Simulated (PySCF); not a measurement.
**(MeSi)4NH6 adamantane (C₄H₁₈N₆Si₄): geometry, NMR shifts and electronic excitations**

What NMR shifts and electronic excitations should (MeSi)4NH6 adamantane (C₄H₁₈N₆Si₄) show?

Computed with PySCF 2.14.0, with density-fitted response routines of our own, on a single molecule in the gas phase. Atoms are numbered from 0 throughout.

## Step 1: Starting geometry

32 atoms, charge 0, multiplicity 1; geometry from: GFN2-xTB. The atoms were then displaced at random by about 0.03 Å, so the start is not that level's minimum.

Bonds of the start (Å): Si0–C1 1.85, Si0–N2 1.76, Si0–N8 1.79, Si0–N12 1.61, C1–H14 1.09, C1–H15 1.02, C1–H16 1.11, N2–Si3 1.66, N2–H17 1.01, Si3–C4 1.84, Si3–N5 1.84, Si3–N13 1.74, C4–H18 1.06, C4–H19 1.16, C4–H20 1.05, N5–Si6 1.74, N5–H21 0.93, Si6–C7 1.87, Si6–N8 1.66, Si6–N9 1.75, C7–H22 1.09, C7–H23 1.09, C7–H24 1.09, N8–H25 1.05, N9–Si10 1.72, N9–H26 1.04, Si10–C11 1.88, Si10–N12 1.74, Si10–N13 1.75, C11–H27 1.09 and more.

## Step 2: Geometry optimisation at PBE0-D3(BJ)/def2-SVP

What the job is given:

```
{"job": {"xc": "PBE0", "basis": "def2-SVP", "d3": "d3bj", "grid": 1, "maxiter": 40, "shake": 0.03, "kind": "geom"}, "charge": 0, "multiplicity": 1}
Si     1.169670    -0.276950    -1.385500
C      2.217770    -0.465130    -2.893170
N      1.322500     1.300630    -0.617250
Si     0.406300     1.616970     0.726110
C      0.601800     3.276650     1.487930
N     -1.322800     1.480310     0.119150
Si    -1.654900    -0.091260    -0.555260
C     -3.433470    -0.191180    -1.124050
N     -0.571840    -0.212890    -1.812360
N     -1.299110    -1.355060     0.607630
Si     0.300620    -1.274220     1.228120
C      0.671570    -2.617820     2.488790
N      1.313150    -1.348930    -0.186760
N      0.475970     0.329230     1.901460
H      3.259620    -0.381430    -2.600600
H      2.099840    -1.394050    -3.293190
H      2.029660     0.312110    -3.662290
H      1.622070     2.108830    -1.143980
H      0.321620     4.068300     0.849110
H     -0.040160     3.431550     2.443400
H      1.606710     3.425120     1.738290
H     -2.022670     1.919890     0.551800
H     -3.671590    -1.152000    -1.581440
H     -3.709660     0.538020    -1.890190
H     -4.107560    -0.073130    -0.270120
H     -0.869250    -0.740280    -2.664890
H     -2.027140    -1.736780     1.237550
H      1.728240    -2.644230     2.752770
H      0.111850    -2.457840     3.356610
H      0.334400    -3.546840     2.041290
H      1.721800    -2.295070    -0.420790
H      1.270810     0.399280     2.513410
```

Launch:

```console
> OMP_NUM_THREADS=2 python probes_run.py task.json out
```

One launch serves the whole session: the jobs run in the order shown.

**Question.** This job is followed by: GIAO PBE0/pcSseg-1 NMR shielding, non-relativistic, gas phase; TDDFT PBE0/def2-SVPD, vertical, gas phase, core orbitals frozen in the response; GIAO wB97X-D/pcSseg-1 NMR shielding, non-relativistic, gas phase. What will the session give for the following? point group; rotational constants (main isotopes); 13C shifts against TMS (PBE0/pcSseg-1, means over atoms taken as alike); 1H shifts against TMS (PBE0/pcSseg-1, means over atoms taken as alike); 29Si shifts against TMS (PBE0/pcSseg-1, means over atoms taken as alike); 15N shifts against NH3 (PBE0/pcSseg-1, means over atoms taken as alike); potential on the surface of density 0.002 e/bohr³, 1st and 99th percentile; lowest singlet (PBE0/def2-SVPD); brightest single state of those computed; lowest triplet; range of the shift of N2 (with its like atoms).

As calculated:

| quantity | value |
| --- | --- |
| point group | C1 |
| rotational constants (main isotopes) | 0.47, 0.47, 0.47 GHz |
| 13C shifts against TMS (PBE0/pcSseg-1, means over atoms taken as alike) | 0.7 ppm |
| 1H shifts against TMS (PBE0/pcSseg-1, means over atoms taken as alike) | 0.23, 0.08 ppm |
| 29Si shifts against TMS (PBE0/pcSseg-1, means over atoms taken as alike) | -7.6 ppm |
| 15N shifts against NH3 (PBE0/pcSseg-1, means over atoms taken as alike) | 67.5 ppm |
| potential on the surface of density 0.002 e/bohr³, 1st and 99th percentile | -1.61 V and 1.35 V |
| lowest singlet (PBE0/def2-SVPD) | 5.71 eV (217 nm), f = 0.016 |
| brightest single state of those computed | state 2, 5.77 eV, f = 0.036 |
| lowest triplet | 5.56 eV |
| range of the shift of N2 (with its like atoms) | 63.3 to 67.5 ppm |

The start of the PBE0/def2-SVP relaxation was shaken at random by about 0.03 Å, so part of the energy gained, and of the first lengths quoted, undoes that. Relaxing lowered the energy by 1.709 eV in 11 steps; the close pair that moved most is Si0–N12, from 1.615 to 1.757 Å. At PBE0/pcSseg-1: The largest span, 39 ppm, is at Si0, Si3, Si6, Si10, where the paramagnetic term is -528 ppm. The lowest singlet, at 5.71 eV, is HOMO→LUMO 0.94 and is weak; of the 10 states computed, the strongest absorption comes from state 2 at 5.77 eV. The lowest triplet lies 0.14 eV below the lowest singlet (triplets in Tamm-Dancoff, singlets in full TDDFT). Across the 2 runs the shift of N2 (with its like atoms) moves most, between 63.3 (wB97X-D/pcSseg-1) and 67.5 ppm (PBE0/pcSseg-1). Part of that comes from the computed reference.
